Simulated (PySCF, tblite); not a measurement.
# C₄H₆F₃PS: infrared bands and NMR shifts

Aim: predict the infrared bands and NMR shifts of C₄H₆F₃PS (`CSC/P=C\C(F)(F)F`).

The runs use tblite 0.8.0 and PySCF 2.14.0, with density-fitted response routines of our own; the level of theory stands in each step. All values are computed, except where a source is named. Atoms are numbered from 0 throughout.

## 1. The starting structure

15 atoms, charge 0, multiplicity 1; geometry from: GFN2-xTB.

Bonds of the start (Å): C0–S1 1.81, S1–C2 1.83, C2–P3 1.87, P3–C4 1.67, C4–C5 1.48, C5–F6 1.35, C5–F7 1.35, C5–F8 1.34, C0–H9 1.09, C0–H10 1.09, C0–H11 1.08, C2–H12 1.09, C2–H13 1.09, C4–H14 1.08.

## 2. Harmonic vibrations with GFN2-xTB

What the job is given:

```
{"job": {"kind": "ir", "xc": "GFN2-xTB", "basis": "xTB"}, "charge": 0, "multiplicity": 1}
C      3.093233    -0.090112    -0.187898
S      1.754407    -0.794966     0.811608
C      0.387239    -0.619310    -0.391927
P     -0.063810     1.190217    -0.355393
C     -1.725894     1.211337    -0.165597
C     -2.662281     0.063589    -0.161877
F     -2.517485    -0.742177    -1.239512
F     -2.522515    -0.750041     0.908365
F     -3.941623     0.460604    -0.161242
H      3.278354    -0.727056    -1.048690
H      2.819870     0.914438    -0.502863
H      3.973487    -0.056247     0.445340
H     -0.404892    -1.281212    -0.052572
H      0.740048    -0.939040    -1.373338
H     -2.212551     2.167966    -0.051970
```

**Question.** This job is followed by: GIAO PBE0/pcSseg-1 NMR shielding, non-relativistic, gas phase. What will the session give for the following? strongest single infrared mode (GFN2-xTB); zero-point energy (GFN2-xTB); 13C shifts against TMS (PBE0/pcSseg-1); 1H shifts against TMS (PBE0/pcSseg-1, means over atoms taken as alike); 33S shifts against CS2 (PBE0/pcSseg-1); 31P shifts against H3PO4 (PBE0/pcSseg-1); 19F shifts against CFCl3 (PBE0/pcSseg-1, means over atoms taken as alike).

As calculated:

```
                                                                 quantity                         value
                                strongest single infrared mode (GFN2-xTB)          993 cm⁻¹, 328 km/mol
                                             zero-point energy (GFN2-xTB)                 59.1 kcal/mol
                                   13C shifts against TMS (PBE0/pcSseg-1)  169.1, 131.4, 40.3, 21.0 ppm
   1H shifts against TMS (PBE0/pcSseg-1, means over atoms taken as alike)          8.22, 3.52, 2.20 ppm
                                   33S shifts against CS2 (PBE0/pcSseg-1)                       -62 ppm
                                 31P shifts against H3PO4 (PBE0/pcSseg-1)                     303.4 ppm
19F shifts against CFCl3 (PBE0/pcSseg-1, means over atoms taken as alike)                     -63.2 ppm
```

**Reading.** The lowest mode is slightly imaginary (18i cm⁻¹), a soft motion within the noise of the Hessian, so the minimum is not strictly shown. The strongest single mode, at 993 cm⁻¹, moves mainly C5. Unscaled tight-binding wavenumbers are off by several per cent, some by more. Its intensities can rank the bands wrongly. At PBE0/pcSseg-1: The largest span, 856 ppm, is at P3, where the paramagnetic term is -953 ppm.
